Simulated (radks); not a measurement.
**Ne⁺ in [He] 2s2 2p5: an all-electron calculation**

The task here is to estimate one member of a computed series from the others.

The numbers are computed with radks (a radial shooting solver on a logarithmic mesh, Libxc functionals) version 1 (Dirac Kohn-Sham, LDA (Slater exchange, Perdew-Wang correlation), spin-unpolarised, spherical densities, finite nucleus; open shells fill j = l - 1/2 first), except any that are marked as measured or tabulated.

## Starting point

* element: neon (Z = 10)
* charge: +1
* electrons: 9
* configuration: [He] 2s2 2p5
* nuclear rms radius: 3.0055 fm

The first run:

Settings of this run:

```text
Z 10
configuration [He] 2s2 2p5
relativity Dirac
functional lda,pw
spin unpolarised
j_filling energy
nucleus finite rms 3.0055 fm
c 137.035999084
```

One table of the session follows, with a row left open; its other results are not shown here.

It belongs to the step «Radial structure». Sizes of the orbitals, from the radial functions (bohr):

| level | <r> | outermost maximum (interpolated) | 90 % within |
| --- | --- | --- | --- |
| 1s1/2 | 0.1587 | 0.103 | 0.284 |
| 2s1/2 | 0.8686 | 0.674 | 1.39 |
| 2p1/2 | ? | ? | ? |
| 2p3/2 | 0.8841 | 0.601 | 1.52 |

**Question.** Estimate the row for 2p1/2.

The run gave: <r>: 0.8820; outermost maximum (interpolated): 0.600; 90 % within: 1.52. In the column «<r>» it lies between 2s1/2 (0.8686) and 2p3/2 (0.8841).

Limits of these values: Spin polarisation and multiplet splitting are left out.
